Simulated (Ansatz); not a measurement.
**Molecular dynamics of Li**

Input file:

```yaml
accuracy: low
crystal:
  lattice:
    - [7.205315, 0.0, 0.0]
    - [0.0, 7.205315, 0.0]
    - [0.0, 0.0, 7.205315]
  atoms:
    - { symbol: Li, position: [0.0, 0.0, 0.0] }
    - { symbol: Li, position: [0.5, 0.0, 0.0] }
    - { symbol: Li, position: [0.0, 0.5, 0.0] }
    - { symbol: Li, position: [0.0, 0.0, 0.5] }
    - { symbol: Li, position: [0.25, 0.25, 0.25] }
    - { symbol: Li, position: [0.5, 0.5, 0.0] }
    - { symbol: Li, position: [0.5, 0.0, 0.5] }
    - { symbol: Li, position: [0.75, 0.25, 0.25] }
    - { symbol: Li, position: [0.0, 0.5, 0.5] }
    - { symbol: Li, position: [0.25, 0.75, 0.25] }
    - { symbol: Li, position: [0.25, 0.25, 0.75] }
    - { symbol: Li, position: [0.5, 0.5, 0.5] }
    - { symbol: Li, position: [0.75, 0.75, 0.25] }
    - { symbol: Li, position: [0.75, 0.25, 0.75] }
    - { symbol: Li, position: [0.25, 0.75, 0.75] }
    - { symbol: Li, position: [0.75, 0.75, 0.75] }
basis:
  ecutwfc: 420.0
kpoints:
  mp_grid: { grid: [2, 2, 2] }
hamiltonian:
  xc: pbe
scf:
  occupations: { method: fermi_dirac, width: 0.16 }
  lower_state_search: "off"
md:
  timestep: 1.5
  n_steps: 280
  ensemble: nvt_langevin
  temperature: 1800.0
  initial_velocities: maxwell_boltzmann
  seed: 124429
  friction: 0.02
```

Command:

```bash
$ ansatz run input.yaml --threads 1 --pin off --max-ram 3072MiB --backend cpu --events-out ev --progress --plain --runs-dir out
```

It starts from a structure without forces on its atoms.

Output, in part (step lines):

```
md step     0: t =     0.00 fs  T =  1687.5 K  F+E_penalty+E_count = -3274.82806400 eV  E_kin = 3.490020 eV  (6 SCF iters)
md step     1: t =     1.50 fs  T =  1570.3 K  F+E_penalty+E_count = -3274.81876147 eV  E_kin = 3.247575 eV  (7 SCF iters)
md step     2: t =     3.00 fs  T =  1428.1 K  F+E_penalty+E_count = -3274.79257458 eV  E_kin = 2.953551 eV  (6 SCF iters)
md step     3: t =     4.50 fs  T =  1696.0 K  F+E_penalty+E_count = -3274.74943669 eV  E_kin = 3.507644 eV  (6 SCF iters)
md step     4: t =     6.00 fs  T =  1633.4 K  F+E_penalty+E_count = -3274.68907626 eV  E_kin = 3.378115 eV  (6 SCF iters)
md step     5: t =     7.50 fs  T =  1938.2 K  F+E_penalty+E_count = -3274.61167551 eV  E_kin = 4.008598 eV  (5 SCF iters)
md step     6: t =     9.00 fs  T =  1941.1 K  F+E_penalty+E_count = -3274.51759433 eV  E_kin = 4.014554 eV  (5 SCF iters)
md step     7: t =    10.50 fs  T =  1873.3 K  F+E_penalty+E_count = -3274.40783322 eV  E_kin = 3.874213 eV  (5 SCF iters)
[... lines left out ...]
md step   279: t =   418.50 fs  T =  2632.7 K  F+E_penalty+E_count = -3270.39131088 eV  E_kin = 5.444785 eV  (6 SCF iters)
md step   280: t =   420.00 fs  T =  2662.7 K  F+E_penalty+E_count = -3270.37717666 eV  E_kin = 5.506899 eV  (7 SCF iters)
```

The steps, from the saved trajectory:

```tsv
time (fs)	T (K)	potential energy less start (eV)
0.0	1688	0.000
13.5	1993	0.707
27.0	1469	2.364
40.5	1378	3.124
54.0	1546	3.006
67.5	1315	3.180
81.0	1295	3.390
94.5	865	3.460
108.0	1541	2.451
121.5	1632	2.363
135.0	1937	3.072
148.5	1460	3.763
162.0	1524	3.540
175.5	1689	4.368
189.0	1606	4.191
202.5	2401	3.274
216.0	2301	3.278
229.5	1541	3.912
243.0	1552	3.722
256.5	1638	3.290
270.0	2021	3.196
283.5	1302	3.857
297.0	1625	3.301
310.5	1808	3.184
324.0	1649	3.177
337.5	1788	3.369
351.0	1665	3.625
364.5	1715	3.326
378.0	2351	3.043
391.5	2601	3.612
405.0	1890	4.422
418.5	2633	4.437
```

All steps were run. A run of 0.42 ps of so small a system gives no equilibrium averages. Limits of this set-up: coarse k mesh, low accuracy level.

Mean squared displacements from the first frame to the last, about the centre of mass: Li 4.59 Å².

Last frame:

```xyz
16
Lattice="7.2053 0.0000 0.0000 0.0000 7.2053 0.0000 0.0000 0.0000 7.2053" Properties=species:S:1:pos:R:3
Li 1.352 0.566 0.794
Li 4.124 0.694 0.153
Li 0.585 2.535 -3.381
Li -0.606 0.908 1.726
Li 3.307 3.616 2.395
Li 4.964 4.879 -0.370
Li 2.700 0.636 4.612
Li 3.820 3.859 4.821
Li -1.351 4.045 2.151
Li 2.746 6.313 2.632
Li 1.919 2.855 7.059
Li 5.945 6.461 2.514
Li 7.798 4.777 0.561
Li 6.019 2.327 7.163
Li 1.811 5.434 5.958
Li 6.574 6.851 5.936
```

Time of the run: 21 min on 1 thread of Arm Neoverse V1, with other jobs on the host, peak memory 0.58 GiB.
